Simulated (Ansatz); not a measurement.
# CH5Ga (built from SMILES [CH3][GaH2]): single points off equilibrium

An exercise on one series of results from a longer session: the logs are not shown, and one member is left open.

Computed with Ansatz 0.2.0, Gaussian basis. Level: single points in def2-TZVPP.

Cores are frozen in the correlated methods. Filled d shells of the heavier atoms are correlated.

### The starting structure

7 atoms, charge 0, spin multiplicity 1.

Atoms are counted from 1 here; the program's logs count them from 0.

Bond lengths: Ga1–C4 2.178 Å, C4–H5 1.117 Å, C4–H6 1.161 Å, C4–H7 1.093 Å. Angles: Ga1–C4–H5 124.8°, Ga1–C4–H6 121.5°, Ga1–C4–H7 100.2°, H5–C4–H6 102.7°, H5–C4–H7 101.8°, H6–C4–H7 101.2°.

Geometry (Å):

```xyz
7
CH5Ga
Ga   -1.5830   -0.6165   -0.2583
H     0.3233   -0.6846   -1.0148
H    -0.2261   -1.1552   -1.6835
C     0.1640    0.3907    0.5653
H     1.0138   -0.1236    1.0754
H     0.6916    1.2536   -0.0042
H    -0.2979    0.9347    1.3931
```

The first run:

The input, run/in.yaml:

```yaml
crystal:
  periodic: [false, false, false]
  atoms:
    - {symbol: Ga, position_ang: [-1.583000, -0.616500, -0.258300]}
    - {symbol: H, position_ang: [0.323300, -0.684600, -1.014800]}
    - {symbol: H, position_ang: [-0.226100, -1.155200, -1.683500]}
    - {symbol: C, position_ang: [0.164000, 0.390700, 0.565300]}
    - {symbol: H, position_ang: [1.013800, -0.123600, 1.075400]}
    - {symbol: H, position_ang: [0.691600, 1.253600, -0.004200]}
    - {symbol: H, position_ang: [-0.297900, 0.934700, 1.393100]}
basis:
  gaussian: {orbitals: def2-TZVPP}
correlation: {method: ccsd_t}
output: {forces: true}
```

No record of the launch command was kept for these runs.

Among the steps run: CCSD(T)/def2-TZVPP; PBE0-D4/def2-TZVPP; wB97M-V/def2-TZVPP; r2SCAN-D4/def2-TZVPP; PBE-D4/def2-TZVPP; CAM-B3LYP-D4/def2-TZVPP; B97M-V/def2-TZVPP.

One of the session's tables, all rows but one given; the rest of the session is left out.

```
      method  RMS force component (eV/Å)  angle to CCSD(T) forces (°)  dipole (D)
     CCSD(T)                       1.071                    reference        0.10
     PBE0-D4                           ?                            ?           ?
     wB97M-V                       1.069                          2.6        0.06
   r2SCAN-D4                       0.973                          5.7        0.16
      PBE-D4                       0.877                          7.9        0.14
CAM-B3LYP-D4                       1.065                          4.0        0.06
      B97M-V                       0.988                          8.0        0.17
```

Q: Estimate the row for PBE0-D4 from the others.

As computed: RMS force component (eV/Å): 0.995; angle to CCSD(T) forces (°): 4.5; dipole (D): 0.10. In the column «RMS force component (eV/Å)» it lies between B97M-V (0.988) and CAM-B3LYP-D4 (1.065).
